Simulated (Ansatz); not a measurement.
# AlH6N3: the cost of one run

Method: RKS BLYP/6-31G, in Ansatz 0.2.0.

**1. The starting structure**

Bond lengths: Al1–N2 1.920 Å, N2–H3 1.060 Å, N2–H4 1.060 Å, Al1–N5 1.920 Å, N5–H6 1.060 Å, N5–H7 1.060 Å, Al1–N8 1.920 Å, N8–H9 1.060 Å, N8–H10 1.060 Å. Angles: Al1–N2–H3 120.0°, Al1–N2–H4 120.0°, H3–N2–H4 120.0°, N2–Al1–N5 120.0°, N2–Al1–N8 120.0°, N5–Al1–N8 120.0°, Al1–N5–H6 120.0°, Al1–N5–H7 120.0°, H6–N5–H7 120.0°, Al1–N8–H9 120.0°, Al1–N8–H10 120.0°, H9–N8–H10 120.0°.

Structure file:

```xyz
10

Al    0.0000    0.0000    0.0000
N     0.0000    0.0000    1.9200
H    -0.8770   -0.2713    2.4500
H     0.8770    0.2713    2.4500
N     1.6627    0.0000   -0.9600
H     2.1293   -0.9179   -1.2118
H     2.1141    0.9179   -1.2382
N    -1.6627    0.0000   -0.9600
H    -2.3316   -0.8164   -0.8614
H    -1.9118    0.8164   -1.5886
```

**2. Preparing the start**

File input.yaml:

```yaml
crystal:
  periodic: [false, false, false]
  atoms:
    - { symbol: Al, position_ang: [0.0, 0.0, 0.0] }
    - { symbol: "N", position_ang: [0.0, 0.0, 1.92] }
    - { symbol: H, position_ang: [-0.877, -0.2713, 2.45] }
    - { symbol: H, position_ang: [0.877, 0.2713, 2.45] }
    - { symbol: "N", position_ang: [1.6627, 0.0, -0.96] }
    - { symbol: H, position_ang: [2.1293, -0.9179, -1.2118] }
    - { symbol: H, position_ang: [2.1141, 0.9179, -1.2382] }
    - { symbol: "N", position_ang: [-1.6627, 0.0, -0.96] }
    - { symbol: H, position_ang: [-2.3316, -0.8164, -0.8614] }
    - { symbol: H, position_ang: [-1.9118, 0.8164, -1.5886] }
basis:
  gaussian: { orbitals: "6-31G" }
hamiltonian:
  xc: blyp
relax:
  f_tol: 0.02
  max_steps: 40
output:
  orbitals: {}
```

The run is started by

```
> ansatz run input.yaml --threads 1 --pin off --max-ram 2048MiB --backend cpu --events-out ev --progress --plain --runs-dir out
```

Q: Estimate wall time and peak memory on 1 thread of Arm Neoverse V1, shared host.

About 23 s, with a peak of 0.11 GiB.
